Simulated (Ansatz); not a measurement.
# NaAs+ (doublet): from Hartree-Fock to the top rungs at distance As1–Na2 = 4.252 Å, cc-pVTZ

One table from this session's results is given with a row withheld; the runs are named, their logs left out.

Program: Ansatz 0.2.0, Gaussian basis. Level of theory: cc-pVTZ, core rule «outside noble gas», up to 19 orbitals frozen. These are calculated values, not measurements.

The runs, in order: UHF; CCSD(T) on ROHF; CCSD(T) on UHF; BCCD(T) on ROHF; CISD; CCSDT(Q) on ROHF; CCSDT(Q) on UHF; CASSCF and MRCISD+Q, 3 electrons in 3 orbitals; CASSCF and NEVPT2, 3 electrons in 3 orbitals.

42 further runs of the same task are left out: 32 for a known fault of the program, 1 for a mislabelled method, 8 that didn't finish, 1 set aside as unsound or not needed.

**The system**

The geometry derives from a PBE0/def2-TZVP stationary point (not a proven minimum). One bond is set to the value named and the two fragments are kept rigid. No spin-orbit coupling is included. The filled d shell of As may be among the frozen orbitals whatever the setting's name suggests; the logs give the count.

2 atoms, charge 1, spin multiplicity 2.

Atoms are counted from 1 here; the program's logs count them from 0.

No contacts short enough for the rule that draws bonds.

Set-up of the first run:

in.yaml

```yaml
crystal:
  periodic: [false, false, false]
  atoms:
    - {symbol: As, position_ang: [0.000000, 0.000000, 0.000000]}
    - {symbol: Na, position_ang: [0.000000, 0.000000, 4.252000]}
basis:
  gaussian: {orbitals: cc-pVTZ}
total_charge: 1
magnetization: {spin_polarized: true, initial_magnetization: 1}
hamiltonian: {xc: hf}
output: {orbitals: {seedname: orbitals}}
```

Launch:

```sh
$ ansatz run in.yaml --threads 1 --pin off --events-out ev --progress --plain --max-ram 2393MiB
```

Among the steps run: UHF; CCSD(T) on ROHF; CCSD(T) on UHF; BCCD(T) on ROHF; CISD; CCSDT(Q) on ROHF; CCSDT(Q) on UHF; CASSCF and MRCISD+Q, 3 electrons in 3 orbitals; CASSCF and NEVPT2, 3 electrons in 3 orbitals.

One of the session's tables, all rows but one given; the rest of the session is left out.

It belongs to the step «Misses and costs». 

| method | from RCCSDT(Q) (kJ/mol) |
| --- | --- |
| ROHF | +302.2 |
| UHF | +177.3 |
| RMP2 | +81.9 |
| UMP2 | +13.0 |
| CISD | ? |
| RCCSD | +20.6 |
| UCCSD | -55.7 |
| RCCSD(T) | +8.4 |
| UCCSD(T) | -79.1 |
| BCCD(T) | +8.5 |
| RCCSDT | +1.0 |
| UCCSDT | +6.6 |
| RCCSDT(Q) | 0 |
| UCCSDT(Q) | +4.7 |

Estimate the missing values for CISD.

As computed: from RCCSDT(Q) (kJ/mol): +30.8. In the column «from RCCSDT(Q) (kJ/mol)» it lies between RCCSD (+20.6) and RMP2 (+81.9).

Left out of the table: CASSCF pair, NEVPT2 pair, MRCISD pair, MRCISD+Q pair (the active space lost an orbital or holds another state than full CI finds).

Limits of these values: The determinant is far from a pure spin state, so its energy mixes those of several spin states (harmless only where they are near-degenerate, as at dissociation). The program flags UCCSD(T), UCCSDT(Q) as in doubt, so those rows may rest on another solution; read them beside their warnings. Restricted and unrestricted rows rest on different reference determinants; where their highest levels disagree by more than a few hundredths of an eV, they describe different states and don't form one ladder. Warnings in the runs' records: passed over end.
